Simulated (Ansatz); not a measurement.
# F2HOSi radical: up Jacob's ladder to CCSD(T)

The task here is to estimate one member of a computed series from the others.

The runs use Ansatz 0.2.0, Gaussian basis; functionals in def2-TZVPP, the program's frozen cores in correlated methods.

The runs, in order: LDA (SPW92), PBE-D4, revPBE-D4, BLYP-D4, r2SCAN-D4, B97M-V, PBE0-D4, B3LYP-D4, r2SCANh-D4, r2SCAN0-D4, HSE06-D4, BHLYP-D4, CAM-B3LYP-D4, LC-ωPBE, ωB97X-V, ωB97M-V, B2PLYP, PBE-QIDH; CCSD(T)/def2-SVP; CCSD(T)/def2-TZVPP; CCSD(T)/def2-QZVPP; extrapolation to the limit; RPA on PBE.

## The geometry

The geometry comes from an earlier relaxation with PBE0-D4 in a triple-zeta def2 set; it is a stationary point.

SMILES `O[Si](F)F`, 5 atoms, charge 0, spin multiplicity 2.

Atoms are counted from 1 here; the program's logs count them from 0.

Bond lengths: O1–Si2 1.627 Å, O1–H5 0.959 Å, Si2–F3 1.584 Å, Si2–F4 1.592 Å. Angles: Si2–O1–H5 118.5°, O1–Si2–F3 105.6°, O1–Si2–F4 111.0°, F3–Si2–F4 107.4°.

Set-up of the first run:

in.yaml reads:

```yaml
crystal:
  periodic: [false, false, false]
  atoms:
    - {symbol: O, position_ang: [0.145112, 1.088206, -0.213660]}
    - {symbol: Si, position_ang: [-0.086154, -0.365897, 0.478812]}
    - {symbol: F, position_ang: [1.362949, -0.934998, 0.770382]}
    - {symbol: F, position_ang: [-0.798627, -1.370243, -0.530200]}
    - {symbol: H, position_ang: [-0.623270, 1.582932, -0.505325]}
basis:
  gaussian: {orbitals: def2-TZVPP}
magnetization: {spin_polarized: true, initial_magnetization: 1}
hamiltonian: {xc: lda}
output: {orbitals: {seedname: orbitals}}
```

Command:

```bash
> ansatz run in.yaml --threads 2 --pin off --events-out ev --progress --plain --max-ram 32768MiB --backend cpu
```

Steps of the session up to this table: LDA; PBE-D4 (GGA); revPBE-D4 (GGA); BLYP-D4 (GGA); r2SCAN-D4 (meta-GGA); B97M-V (meta-GGA); B3LYP-D4 (hybrid); r2SCANh-D4 (hybrid); r2SCAN0-D4 (hybrid); HSE06-D4 (hybrid); BHLYP-D4 (hybrid); CAM-B3LYP-D4 (range-separated); LC-ωPBE (range-separated); ωB97X-V (range-separated); ωB97M-V (range-separated); B2PLYP (double hybrid); PBE-QIDH (double hybrid).

One of the session's tables, all rows but one given; the rest of the session is left out.

It belongs to the step «Frontier levels by functional». 

```
  functional  HOMO (eV)  LUMO (eV)  gap (eV)
 LDA (SPW92)      -5.72      -4.22      1.50
      PBE-D4          ?          ?         ?
   revPBE-D4      -5.67      -3.51      2.16
     BLYP-D4      -5.54      -3.81      1.73
   r2SCAN-D4      -6.12      -3.14      2.97
      B97M-V      -5.73      -4.02      1.71
     PBE0-D4      -7.09      -2.74      4.34
    B3LYP-D4      -6.80      -3.23      3.57
  r2SCANh-D4      -6.62      -2.85      3.77
  r2SCAN0-D4      -7.38      -2.43      4.95
    HSE06-D4      -6.68      -3.13      3.55
    BHLYP-D4      -8.32      -2.02      6.30
CAM-B3LYP-D4      -8.43      -1.95      6.47
     LC-ωPBE      -9.87      -0.33      9.54
     ωB97X-V      -9.32      -1.00      8.32
     ωB97M-V      -8.90      -1.17      7.73
```

**Question.** Estimate the row for PBE-D4.

**Answer.** HOMO (eV): -5.71; LUMO (eV): -3.71; gap (eV): 2.00. In the column «HOMO (eV)» it lies between LDA (SPW92) (-5.72) and revPBE-D4 (-5.67).
